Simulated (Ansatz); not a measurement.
Predict the output of the script below (Ansatz 0.2.0, Python API).

Script `spin_c2h7gen.py`:
```python
# -*- coding: utf-8 -*-
"""Gap between spin states of C2H7GeN at one geometry."""

import ansatz as az

GEOMETRY = """
C    -0.37710    1.25840   -0.25280
N    -0.50900   -0.08650    0.20410
C     0.77430   -0.53040    0.66820
Ge   -0.95390   -1.16370   -1.23420
H     0.31090    1.40350   -1.11190
H    -0.12760    1.98790    0.57010
H    -1.39680    1.64280   -0.61390
H     0.77780   -1.56260    1.03910
H     1.13940    0.11170    1.58130
H     1.57610   -0.47430   -0.09950
H    -1.14860   -2.64380   -0.72980
"""

geometry = az.Crystal.molecule()
for line in GEOMETRY.strip().splitlines():
    symbol, *xyz = line.split()
    geometry = geometry.atom(symbol, [float(v) for v in xyz])

calc = (
    geometry.calculation()
    .basis(gaussian="def2-TZVP")
    .functional("b3lyp")
)
found = {}
for unpaired in [0, 2, 4]:
    summary = calc.spin("collinear", total=unpaired).run(threads=1).report
    s = unpaired / 2
    found[unpaired] = summary["free_energy_ev"]
    print(f"2S+1 = {unpaired + 1}: E = {found[unpaired]:.5f} eV, <S^2> = {abs(summary['mean_field']['state']['spin_squared']):.3f} (pure state {s * (s + 1):.2f})")
lowest = min(found, key=found.get)
for unpaired, e in found.items():
    print(f"multiplicity {unpaired + 1}: {(e - found[lowest]):.3f} eV above the lowest")
```

```console
$ python spin_c2h7gen.py
2S+1 = 1: E = -60197.56013 eV, <S^2> = 0.000 (pure state 0.00)
2S+1 = 3: E = -60196.17757 eV, <S^2> = 2.004 (pure state 2.00)
2S+1 = 5: E = -60190.08961 eV, <S^2> = 6.006 (pure state 6.00)
multiplicity 1: 0.000 eV above the lowest
multiplicity 3: 1.383 eV above the lowest
multiplicity 5: 7.471 eV above the lowest
```

In order: multiplicity 1 (+0.00 eV), multiplicity 3 (+1.38 eV) and multiplicity 5 (+7.47 eV), all at the one geometry.

Reading the output:
- Total energies depend on the basis set; only differences at equal settings carry meaning.
- The geometry is a force-field or estimated start, not a minimum of this method, and the basis set is short of its limit. All parts are taken at fixed geometry, without zero-point energy.
- b3lyp holds the VWN-RPA fit, as in Gaussian; the form of ORCA and Turbomole is b3lyp5.
- Timing: 53 s on 1 thread of Arm Neoverse V1, on a shared host, peak memory 0.6 GiB.

(A comment or docstring line of the script was reworded after the run, the code is as it ran; lines on the test bed's own set-up are left out of the output.)
